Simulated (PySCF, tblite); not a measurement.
**C₄H₉F₃Si₂: geometry, infrared bands and NMR shifts**

Aim: predict the infrared bands and NMR shifts of C₄H₉F₃Si₂ (`FC(F)=C(F)[C@@H]([SiH3])C[SiH3]`).

The runs use tblite 0.8.0 and PySCF 2.14.0, with density-fitted response routines of our own; the level of theory stands in each step. All values are computed, except where a source is named. Atoms are numbered from 0 throughout.

## Step 1: The molecule as given

18 atoms, charge 0, multiplicity 1; geometry from: force field or distance geometry start.

Bonds of the start (Å): F0–C1 1.36, C1–F2 1.36, C1–C3 1.34, C3–F4 1.34, C3–C5 1.52, C5–Si6 1.92, C5–C7 1.54, C7–Si8 1.88, C5–H9 1.11, Si6–H10 1.49, Si6–H11 1.48, Si6–H12 1.47, C7–H13 1.10, C7–H14 1.09, Si8–H15 1.49, Si8–H16 1.49, Si8–H17 1.49.

## Step 2: Geometry optimisation with GFN2-xTB

Job settings and geometry (Å):

```
{"job": {"kind": "relax", "xc": "GFN2-xTB", "basis": "xTB"}, "charge": 0, "multiplicity": 1}
F      3.612100    -1.620400    -0.643900
C      2.578500    -1.073400     0.046200
F      2.634400    -1.079300     1.408300
C      1.538600    -0.539400    -0.599800
F      1.545200    -0.591800    -1.938300
C      0.331000     0.068400     0.093000
Si     0.352000     1.970500    -0.168700
C     -0.938300    -0.653100    -0.384800
Si    -2.488400    -0.467100     0.659700
H      0.429100    -0.077000     1.184400
H     -0.705100     2.587200     0.674000
H      1.665100     2.514700     0.245300
H      0.082800     2.290600    -1.580200
H     -1.182000    -0.359900    -1.420200
H     -0.751600    -1.729300    -0.421000
H     -2.191400    -0.844500     2.072000
H     -2.947600     0.950400     0.631600
H     -3.573200    -1.340500     0.130700
```

Run with:

```bash
$ OMP_NUM_THREADS=1 python probes_run.py task.json out
```

The driver reads the jobs from task.json and runs them one after another.

**Question.** This job is followed by: GFN2-xTB harmonic vibrations, gas phase; GIAO PBE0/pcSseg-1 NMR shielding, non-relativistic, gas phase. What will the session give for the following? strongest single infrared mode (GFN2-xTB); zero-point energy (GFN2-xTB); 13C shifts against TMS (PBE0/pcSseg-1); 1H shifts against TMS (PBE0/pcSseg-1, means over atoms taken as alike); 19F shifts against CFCl3 (PBE0/pcSseg-1); 29Si shifts against TMS (PBE0/pcSseg-1).

As calculated:

| quantity | value |
| --- | --- |
| strongest single infrared mode (GFN2-xTB) | 2262 cm⁻¹, 414 km/mol |
| zero-point energy (GFN2-xTB) | 69.6 kcal/mol |
| 13C shifts against TMS (PBE0/pcSseg-1) | 165.1, 144.3, 23.4, 12.5 ppm |
| 1H shifts against TMS (PBE0/pcSseg-1, means over atoms taken as alike) | 4.05, 3.96, 2.06, 1.49, 1.18 ppm |
| 19F shifts against CFCl3 (PBE0/pcSseg-1) | -110.4, -125.1, -196.3 ppm |
| 29Si shifts against TMS (PBE0/pcSseg-1) | -65.2, -70.4 ppm |

In words: Relaxing lowered the energy by 0.220 eV in 110 steps; the close pair that moved most is C3–C5, from 1.519 to 1.486 Å. All 48 modes are real, so the xTB geometry is a minimum. GFN2-xTB is a fitted tight-binding method: band positions and strengths are rough. Its intensities can rank the bands wrongly. At PBE0/pcSseg-1: The widest tensor belongs to F4: span 127 ppm, with a paramagnetic part of -107 ppm.
